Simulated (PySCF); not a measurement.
**[La(HCN)]3+: other functionals and bases at one geometry**

One table from this session's results is given with a row withheld; the runs are named, their logs left out.

Computed with PySCF 2.14.0. Level: several levels, as the steps say, no spin–orbit coupling.

1 further run of the same task is left out (for a known fault of the program).

## The system as given

4 atoms, charge 3, spin multiplicity 1.

Bond lengths: La1–N2 2.377 Å, N2–C3 1.164 Å, C3–H4 1.112 Å. Angles: La1–N2–C3 180.0°, N2–C3–H4 180.0°.

As a file:

| atom | x (Å) | y (Å) | z (Å) |
| --- | --- | --- | --- |
| La1 | 0.00000 | 0.00000 | -0.35434 |
| N2 | 0.00000 | 0.00000 | 2.02314 |
| C3 | 0.00000 | 0.00000 | 3.18670 |
| H4 | 0.00000 | 0.00000 | 4.29861 |

Formal oxidation states: La +3. An earlier session relaxed this geometry at PBE0, La def2-SVP with ECP46, N def2-SVP, C def2-SVP, H def2-SVP (singlet, point group C∞v).

At PBE0 on the finer grid: E = -123.575065 Eh, HOMO -26.21 eV, LUMO -19.15 eV, Mulliken charge on La1 +2.54 e, largest force component 0.019 eV/Å. 

Levels to run: B3LYP; r2SCAN; PBE0, TZVP. Hardware: 2 threads of Arm Neoverse V2, shared host.

Set-up of the first run:

run.py (the lines that set the calculation) reads:

```python
mol = gto.M(atom='''
La     0.00000     0.00000    -0.35434
N      0.00000     0.00000     2.02314
C      0.00000     0.00000     3.18670
H      0.00000     0.00000     4.29861''',
    basis={'La': 'def2-SVP', 'N': 'def2-SVP', 'C': 'def2-SVP', 'H': 'def2-SVP'},
    ecp={'La': 'def2-SVP'},
    charge=3, spin=0)
mf = dft.RKS(mol, xc='B3LYP')
mf.grids.atom_grid = (75, 302)  # f atoms: unpruned, at least (60, 302)
mf = mf.density_fit()  # fitting sets: La def2-universal-JKFIT, N def2-universal-JKFIT, C def2-universal-JKFIT, H def2-universal-JKFIT
mf.conv_tol = 1e-08; mf.max_cycle = 55
mf.kernel(dm0)  # dm0: the density of the relaxed state
```

On the command line:

```console
> OMP_NUM_THREADS=2 python run.py
```

Steps of the session up to this table: B3LYP; r2SCAN; PBE0, TZVP.

One table of the session follows, with a row left open; its other results are not shown here.

| level | HOMO (eV) | gap (eV) | charge on La1 (e) | dipole (D) | largest force component (eV/Å) |
| --- | --- | --- | --- | --- | --- |
| PBE0 (relaxed here) | -26.21 | 7.06 | 2.54 | 3.40 | 0.02 |
| B3LYP | ? | ? | ? | ? | ? |
| r2SCAN | -25.12 | 5.66 | 2.54 | 3.44 | 0.47 |
| PBE0, TZVP | -26.12 | 6.97 | 2.57 | 3.45 | 0.89 |

Estimate the missing values for B3LYP.

As computed: HOMO (eV): -25.92; gap (eV): 6.44; charge on La1 (e): 2.52; dipole (D): 3.44; largest force component (eV/Å): 0.26. In the column «HOMO (eV)» it lies between PBE0, TZVP (-26.12) and r2SCAN (-25.12).

The dipole of a charged species depends on the origin, so these sizes hold for this origin alone.

In one basis the HOMO–LUMO gap runs from 5.66 eV (r2SCAN) to 7.06 eV (PBE0). The largest leftover force, 0.89 eV/Å with PBE0, TZVP, stands at a geometry relaxed at another level. Total energies of different levels can't be compared.
